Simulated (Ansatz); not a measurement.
# MoPt: the cost of one run

All numbers are computed with the Python package of Ansatz 0.2.0. The levels of theory stand in the script.

### Step 1. The structure

It takes space group Pmma (No. 51, orthorhombic). The conventional cell has a = 4.477 Å, b = 2.734 Å, c = 4.958 Å, α = 90.00°, β = 90.00°, γ = 90.00°. Mo (site symmetry mm2) has 4 Mo at 2.73 to 2.75 Å and 8 Pt at 2.76 to 2.84 Å as nearest neighbours. Pt (site symmetry mm2) has 4 Pt at 2.73 to 2.76 Å and 8 Mo at 2.76 to 2.84 Å as nearest neighbours.

No structure file is read: the coordinates are typed or built in the script.

### Step 2. The code

File paw_lapw_mopt.py:

```python
"""Checking the PAW result for MoPt with LAPW."""

import ansatz as az
from ase import Atoms
import numpy as np


def count_gap(report):
    # lowest empty less highest filled band, counting bands; zero where they overlap
    return max(report.get("gap_by_band_count_ev") or 0.0, 0.0)

atoms = Atoms(
    ["Mo", "Mo", "Pt", "Pt"],
    scaled_positions=[
        (0.25, 0.0, 0.16175),
        (0.75, 0.0, 0.83825),
        (0.25, 0.5, 0.662729),
        (0.75, 0.5, 0.337271),
    ],
    cell=[
        (4.476615, 0.0, 0.0),
        (0.0, 2.733735, 0.0),
        (0.0, 0.0, 4.958403),
    ],
    pbc=True,
)
cell = az.Crystal.from_ase(atoms)

calculation = (
    cell.calculation()
    .kpoints(3, 5, 3, center="gamma")
    .functional("LDA")
    .scf(algorithm="direct_min")
    .mixing("anderson", beta=0.7)
    .occupations("gaussian", width=0.3)
    .stress()
    .forces()
    .band_table()
)
variants = {
    "PAW": calculation.pseudopotentials("paw"),
    "LAPW": calculation.pseudopotentials("all_electron", lapw=True),
}
# totals differ by the cores that each treatment holds, so compare what does not depend on them
rows = []
for label, variant in variants.items():
    summary = variant.run().report
    levels = np.array(summary["eigenvalues_ev"][0]) - summary["fermi_energy_ev"]
    print(label, "levels at the first k-point near E_F:", np.round(levels[np.abs(levels) < 5], 3))
    rows.append((label, summary["n_electrons"], np.trace(summary["stress_gpa"]) / 3, float(np.abs(summary["forces_ev_ang"]).max()), count_gap(summary)))
lines = [",".join(["treatment", "electrons in bands", "P GPa", "max force component eV/A", "gap by band count eV"])] + [",".join(f"{v:.4f}" if isinstance(v, float) else str(v) for v in row) for row in rows]
print("\n".join(lines))
with open("paw_lapw.csv", "w") as handle:
    handle.write("\n".join(lines) + "\n")
```

### Step 3. What the engine is handed

The engine receives this input (first run):

```yaml
crystal:
  lattice:
    - [4.476615, 0.0, 0.0]
    - [0.0, 2.733735, 0.0]
    - [0.0, 0.0, 4.958403]
  atoms:
    - { symbol: Mo, position: [0.25, 0.0, 0.16175] }
    - { symbol: Mo, position: [0.75, 0.0, 0.83825] }
    - { symbol: Pt, position: [0.25, 0.5, 0.662729] }
    - { symbol: Pt, position: [0.75, 0.5, 0.337271] }
kpoints:
  mp_grid:
    grid: [3, 5, 3]
    shift: [0.0, 0.0, 0.0]
hamiltonian:
  xc: lda
  pseudopotentials:
    kind: paw
scf:
  algorithm: direct_min
  mixing:
    algorithm: anderson
    beta: 0.7
  occupations:
    method: gaussian
    width: 0.3
output:
  forces: true
  stress: true
  eigenvalues: true
```

### Step 4. Launch

Launch:

```
python paw_lapw_mopt.py
```

**Question.** How long does this script take on 1 thread of Arm Neoverse V2, shared host, and how much memory does it need?

About 90 s, with a peak of 0.86 GiB.
